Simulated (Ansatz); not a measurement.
# C4H12BN: small, medium and large basis sets

An exercise on one series of results from a longer session: the logs are not shown, and one member is left open.

The runs use Ansatz 0.2.0, Gaussian basis; one geometry, several basis sets.

The runs, in order: PBE0-D4/def2-SVP; ωB97M-V/def2-SVP; PBE0-D4/def2-QZVPP; ωB97M-V/def2-QZVPP; the functionals' def2-TZVPP values are taken from earlier runs.

1 further run of the same task is left out (it didn't finish). Runs told in other sessions of the task aren't counted.

### The geometry

An earlier PBE0-D4 in a triple-zeta def2 set relaxation fixed the geometry.

SMILES `CCB(N)CC`, 18 atoms, charge 0, spin multiplicity 1.

Atoms are counted from 1 here; the program's logs count them from 0.

Bond lengths: C1–C2 1.529 Å, C1–H7 1.093 Å, C1–H8 1.094 Å, C1–H9 1.093 Å, C2–B3 1.583 Å, C2–H10 1.099 Å, C2–H11 1.097 Å, B3–N4 1.397 Å, B3–C5 1.583 Å, N4–H12 1.006 Å, N4–H13 1.006 Å, C5–C6 1.529 Å, C5–H14 1.097 Å, C5–H15 1.099 Å, C6–H16 1.093 Å, C6–H17 1.094 Å, C6–H18 1.093 Å. Angles: C2–C1–H7 111.5°, C2–C1–H8 111.3°, C2–C1–H9 111.9°, H7–C1–H8 107.1°, H7–C1–H9 107.4°, H8–C1–H9 107.4°, C1–C2–B3 113.9°, C1–C2–H10 108.7°, C1–C2–H11 109.6°, B3–C2–H10 107.9°, B3–C2–H11 111.0°, H10–C2–H11 105.4°, C2–B3–N4 119.3°, C2–B3–C5 121.5°, N4–B3–C5 119.3°, B3–N4–H12 123.2°, B3–N4–H13 123.1°, H12–N4–H13 113.7° and more.

Coordinates:

```
C    -1.9315   -0.7325    0.3954
C    -0.5056   -0.9017    0.9201
B     0.6145   -0.5623   -0.1451
N     1.6256   -1.4944   -0.3939
C     0.6144    0.8083   -0.9368
C     0.4947    2.0430   -0.0436
H    -2.1104    0.2874    0.0451
H    -2.1265   -1.4008   -0.4481
H    -2.6778   -0.9502    1.1639
H    -0.3663   -0.2332    1.7808
H    -0.3777   -1.9166    1.3155
H     2.3750   -1.3325   -1.0452
H     1.6717   -2.3904    0.0613
H     1.5063    0.8968   -1.5687
H    -0.2358    0.7941   -1.6326
H    -0.4174    2.0143    0.5582
H     1.3361    2.1141    0.6515
H     0.4733    2.9677   -0.6261
```

Set-up of the first run:

in.yaml

```yaml
crystal:
  periodic: [false, false, false]
  atoms:
    - {symbol: C, position_ang: [-1.931522, -0.732527, 0.395384]}
    - {symbol: C, position_ang: [-0.505620, -0.901686, 0.920137]}
    - {symbol: B, position_ang: [0.614546, -0.562251, -0.145133]}
    - {symbol: N, position_ang: [1.625591, -1.494396, -0.393855]}
    - {symbol: C, position_ang: [0.614425, 0.808272, -0.936767]}
    - {symbol: C, position_ang: [0.494702, 2.042998, -0.043565]}
    - {symbol: H, position_ang: [-2.110385, 0.287376, 0.045136]}
    - {symbol: H, position_ang: [-2.126547, -1.400835, -0.448074]}
    - {symbol: H, position_ang: [-2.677766, -0.950165, 1.163871]}
    - {symbol: H, position_ang: [-0.366253, -0.233154, 1.780762]}
    - {symbol: H, position_ang: [-0.377672, -1.916589, 1.315459]}
    - {symbol: H, position_ang: [2.374967, -1.332535, -1.045201]}
    - {symbol: H, position_ang: [1.671704, -2.390355, 0.061252]}
    - {symbol: H, position_ang: [1.506324, 0.896824, -1.568743]}
    - {symbol: H, position_ang: [-0.235781, 0.794069, -1.632607]}
    - {symbol: H, position_ang: [-0.417422, 2.014309, 0.558153]}
    - {symbol: H, position_ang: [1.336093, 2.114073, 0.651487]}
    - {symbol: H, position_ang: [0.473316, 2.967669, -0.626097]}
basis:
  gaussian: {orbitals: def2-SVP}
hamiltonian: {xc: pbe0, dispersion: d4}
output: {orbitals: {seedname: orbitals}}
```

Command:

```bash
$ ansatz run in.yaml --threads 4 --pin off --events-out ev --progress --plain --max-ram 11315MiB
```

Steps of the session up to this table: PBE0-D4 in def2-SVP; ωB97M-V in def2-SVP; PBE0-D4 in def2-QZVPP; ωB97M-V in def2-QZVPP.

One of the session's tables, all rows but one given; the rest of the session is left out.

It belongs to the step «Functionals by basis». 

| functional | basis | HOMO (eV) | LUMO (eV) |
| --- | --- | --- | --- |
| PBE0-D4 | def2-SVP | ? | ? |
| PBE0-D4 | def2-TZVPP | -7.80 | 0.91 |
| PBE0-D4 | def2-QZVPP | -7.82 | 0.51 |
| ωB97M-V | def2-SVP | -10.01 | 3.28 |
| ωB97M-V | def2-TZVPP | -10.10 | 2.18 |
| ωB97M-V | def2-QZVPP | -10.11 | 1.54 |

Estimate the missing values for PBE0-D4, def2-SVP.

**Answer.** HOMO (eV): -7.72; LUMO (eV): 1.29. In the column «HOMO (eV)» it is the highest.
